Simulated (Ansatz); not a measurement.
# C2N: the cost of one run

Program: Ansatz 0.2.0. Level of theory: DFT PBE, scalar-relativistic, plane waves, PAW. These are calculated values, not measurements.

### 1 The system as given

The structure is tetragonal, space group P4/nmm (No. 129). Conventional cell: a = 3.240 Å, b = 3.240 Å, c = 6.495 Å, α = 90.00°, β = 90.00°, γ = 90.00°. C (site symmetry -4m2) is surrounded by 4 C at 2.29 Å and 4 N at 2.39 Å. Around C (site symmetry 4mm) lie 5 N at 2.32 to 2.38 Å. Around N (site symmetry 4mm) lie 9 C at 2.32 to 2.39 Å.

Coordinates:

```cif
data_structure
_symmetry_space_group_name_H-M 'P4/nmm:1'
_symmetry_Int_Tables_number 129
_cell_length_a 3.2399
_cell_length_b 3.2399
_cell_length_c 6.4952
_cell_angle_alpha 90.000
_cell_angle_beta 90.000
_cell_angle_gamma 90.000
_cell_volume 68.18
loop_
_atom_site_label
_atom_site_type_symbol
_atom_site_symmetry_multiplicity
_atom_site_Wyckoff_symbol
_atom_site_fract_x
_atom_site_fract_y
_atom_site_fract_z
_atom_site_occupancy
C1 C 2 a 0.00000 0.00000 0.00000 1
C2 C 2 c 0.00000 0.50000 0.37198 1
N1 N 2 c 0.00000 0.50000 0.72844 1
```

Recipe of the guess: species swapped into a database cell of YTe2 (P4/nmm, No. 129), with N on the Y sites and C on the Te sites. The dimensions are guesses.

### 2 A first look at the guess

input.yaml reads:

```yaml
crystal:
  lattice:
    - [3.23989355, 0.0, 0.0]
    - [0.0, 3.23989355, 0.0]
    - [0.0, 0.0, 6.49523849]
  atoms:
    - { symbol: C, position: [0.0, 0.0, 0.0] }
    - { symbol: C, position: [0.5, 0.5, 0.0] }
    - { symbol: C, position: [0.0, 0.5, 0.37198296] }
    - { symbol: C, position: [0.5, 0.0, 0.62801704] }
    - { symbol: "N", position: [0.0, 0.5, 0.7284373] }
    - { symbol: "N", position: [0.5, 0.0, 0.2715627] }
basis:
  ecutwfc: 420
kpoints:
  mp_grid: { grid: [6, 6, 4] }
hamiltonian:
  xc: pbe
scf:
  occupations: { method: gaussian, width: 0.1 }
  lower_state_search: "off"
output:
  forces: true
  stress: true
  eigenvalues: true
```

Launch:

```sh
$ ansatz run input.yaml --threads 1 --pin off --max-ram 2560MiB --backend cpu --events-out ev --progress --plain --runs-dir out
```

Q: Estimate wall time and peak memory on 1 thread of Intel Xeon at 2.50GHz (Skylake/Cascade Lake), shared host.

About 4.6 s, with a peak of 0.34 GiB.
